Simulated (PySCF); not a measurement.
# H6O5Ta (Ta(O)2(H2O)3): the cost of one run

The runs use PySCF 2.14.0; PBE0, Ta def2-SVP with ECP60, O def2-SVP, H def2-SVP; scalar-relativistic core potentials, no spin–orbit coupling.

1 further run of the same task is left out (for a known fault of the program). Runs told in other sessions of the task aren't counted.

## 1. Starting geometry

12 atoms, charge 0, spin multiplicity 2.

Bond lengths: Ta1–O2 1.843 Å, Ta1–O3 1.843 Å, Ta1–O4 2.320 Å, Ta1–O7 2.320 Å, Ta1–O10 2.320 Å, O4–H5 0.962 Å, O4–H6 0.962 Å, O7–H8 0.962 Å, O7–H9 0.962 Å, O10–H11 0.962 Å, O10–H12 0.962 Å. Angles: O2–Ta1–O3 180.0°, O2–Ta1–O4 90.0°, O2–Ta1–O7 90.0°, O2–Ta1–O10 90.0°, O3–Ta1–O4 90.0°, O3–Ta1–O7 90.0°, O3–Ta1–O10 90.0°, O4–Ta1–O7 120.0°, O4–Ta1–O10 120.0°, O7–Ta1–O10 120.0°, Ta1–O4–H5 126.1°, Ta1–O4–H6 126.1°, H5–O4–H6 107.8°, Ta1–O7–H8 126.1°, Ta1–O7–H9 126.1°, H8–O7–H9 107.8°, Ta1–O10–H11 126.1°, Ta1–O10–H12 126.1° and more.

Coordinates:

```
Ta    0.0000    0.0000    0.0000
O     0.0000    0.0000    1.8434
O     0.0000    0.0000   -1.8434
O     2.3203    0.0000    0.0000
H     2.8873   -0.7777    0.0000
H     2.8873    0.7776    0.0000
O    -1.1602    2.0095    0.0000
H    -0.7702    2.8893    0.0000
H    -2.1171    2.1117    0.0000
O    -1.1602   -2.0095    0.0000
H    -2.1171   -2.1116    0.0000
H    -0.7702   -2.8893    0.0000
```

Formal oxidation states: Ta +4. An earlier session relaxed this geometry at PBE0, Ta def2-SVP with ECP60, O def2-SVP, H def2-SVP (doublet, point group D3h).

Its energy there is -436.024966 Eh.

## 2. Atoms moved at random, σ = 0.06 Å

Input file run.py (the lines that set the calculation):

```python
mol = gto.M(atom='''
Ta    -0.01782     0.01492    -0.06165
O     -0.00154     0.01782     1.98228
O      0.02970     0.05529    -1.82766
O      2.39640    -0.02714     0.02106
H      2.91883    -0.74103    -0.10522
H      2.70023     0.77251     0.01509
O     -1.14002     1.90470     0.02447
H     -0.78823     2.91172    -0.07482
H     -2.09087     2.15764     0.05503
O     -1.14664    -1.98130     0.00417
H     -2.08409    -2.12517    -0.07049
H     -0.77594    -2.95997     0.03773''',
    basis={'Ta': 'def2-SVP', 'O': 'def2-SVP', 'H': 'def2-SVP'},
    ecp={'Ta': 'def2-SVP'},
    charge=0, spin=1)
mf = dft.UKS(mol, xc='PBE0')
mf.grids.atom_grid = (50, 194)
mf = mf.density_fit()  # fitting sets: Ta def2-universal-JKFIT, O def2-universal-JKFIT, H def2-universal-JKFIT
mf.conv_tol = 1e-08; mf.max_cycle = 55
mf.kernel(dm0)  # dm0: the density of the relaxed state
```

The run is started by

```console
$ OMP_NUM_THREADS=4 python run.py
```

**Question.** How long does this run take on 4 threads of AMD EPYC 7R43 (Zen 3), shared host?

About 16 s.
